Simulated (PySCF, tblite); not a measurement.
# AlH4O6Si−, a fragment of a glass network (2-ring): NMR shifts, core binding energies and electronic excitations

Aim: the NMR shifts, core binding energies and electronic excitations of `[OH][Al-]1([OH])[O][Si](O)(O)[O]1`. It is drawn as: Al Si, OH ends, O bridges.

Programs: tblite 0.8.0 and PySCF 2.14.0. All values are calculated, for the isolated system unless a continuum is named. Atoms count from 0, parts from 1.

### 1 Starting point

12 atoms, charge -1, multiplicity 1; geometry: distance geometry start.

### 2 Geometry optimisation with GFN2-xTB

Job settings and geometry (Å):

```
{"job": {"kind": "relax", "xc": "GFN2-xTB", "basis": "xTB"}, "charge": -1, "multiplicity": 1}
O      0.174549    -0.776649    -2.303735
Si    -0.025274     0.490653    -1.078029
O     -1.554539     1.330684    -1.070429
O      1.370115     1.632360    -1.074394
Al     1.904727     1.080129     0.640598
O      1.712111     2.409892     1.931977
O      3.530341     0.197388     0.647308
O      0.426175    -0.093015     0.547897
H      0.881089    -1.375719    -2.390792
H     -2.152083     1.460629    -1.842007
H      1.870845     2.357096     2.866057
H      3.833909    -0.484028    -0.002151
```

Method: GFN2-xTB geometry optimisation, gas phase.

Command:

```sh
$ OMP_NUM_THREADS=1 python cluster_run.py task.json out
```

The driver reads the jobs from task.json and runs them one after another.

**Question.** The jobs that follow are: PBE0-D3(BJ)/def2-SVP geometry optimisation, gas phase; GIAO PBE0/aug-pcSseg-1 NMR shielding, non-relativistic, gas phase; delta-SCF UKS SCAN, aug-pcX-2 on the ionised atom, aug-pcseg-1 elsewhere, spin-free X2C; TDDFT CAM-B3LYP/def2-SVPD, vertical, gas phase, core orbitals frozen in the response. Predict: rotational constants (main isotopes); shieldings of H, O (PBE0/aug-pcSseg-1, a mean where the table joins atoms); O1s binding energies, SCAN/aug-pcX-2 (standing for 5 of 6 atoms); Al2p binding energies, SCAN/aug-pcX-2; lowest singlet (CAM-B3LYP/def2-SVPD); brightest single state of those computed; lowest triplet; vertical ionisation energy (ΔSCF).

As calculated:

| quantity | value |
| --- | --- |
| rotational constants (main isotopes) | 2.80, 1.04, 0.89 GHz |
| shieldings of H, O (PBE0/aug-pcSseg-1, a mean where the table joins atoms) | H9 30.7, H8 31.0, H10 32.5, H11 32.8, O3 212.3, O0 270.7, O2 281.4, O6 314.3 ppm and more |
| O1s binding energies, SCAN/aug-pcX-2 (standing for 5 of 6 atoms) | O0 534.68, O6 533.19, O5 533.10, O3 532.01 eV |
| Al2p binding energies, SCAN/aug-pcX-2 | Al4 75.45 eV |
| lowest singlet (CAM-B3LYP/def2-SVPD) | 5.97 eV (208 nm), f = 0.001 |
| brightest single state of those computed | state 5, 6.85 eV, f = 0.058 |
| lowest triplet | 5.84 eV |
| vertical ionisation energy (ΔSCF) | 5.91 eV |

**Reading.** The start of the PBE0/def2-SVP relaxation was shaken at random by about 0.01 Å, so part of the energy gained, and of the first lengths quoted, undoes that. Relaxing lowered the energy by 0.277 eV in 5 steps; the close pair that moved most is Al4–O6, from 1.699 to 1.748 Å (PBE0/def2-SVP). At PBE0/aug-pcSseg-1: The largest span, 95 ppm, is at Al4, where the paramagnetic term is -316 ppm. At SCAN/aug-pcX-2: The O1s levels kept as sound span 2.66 eV, from O3 (oxygen bonded to Al, Si) up to O0 (oxygen bonded to Si, H). Only 5 of the 6 O atoms are covered by sound results. The lowest singlet, at 5.97 eV, is HOMO→LUMO 0.88 and is dark; of the 6 states computed, the strongest absorption comes from state 5 at 6.85 eV. The lowest triplet lies 0.13 eV below the lowest singlet (triplets in Tamm-Dancoff, singlets in full TDDFT). In the gas-phase run even the lowest singlet lies above the computed detachment energy of this anion, so its states are not to be taken as bound. At CAM-B3LYP/def2-SVPD, all states lie near or above the ionisation energy, where they hang on the basis. The orbital energy would give 5.11 eV for ionisation, ΔSCF gives 5.91 eV. A capped cluster stands for the solid here, so long-range fields and strain are missing, and bands or shifts of the capping hydrogens have no counterpart in it.
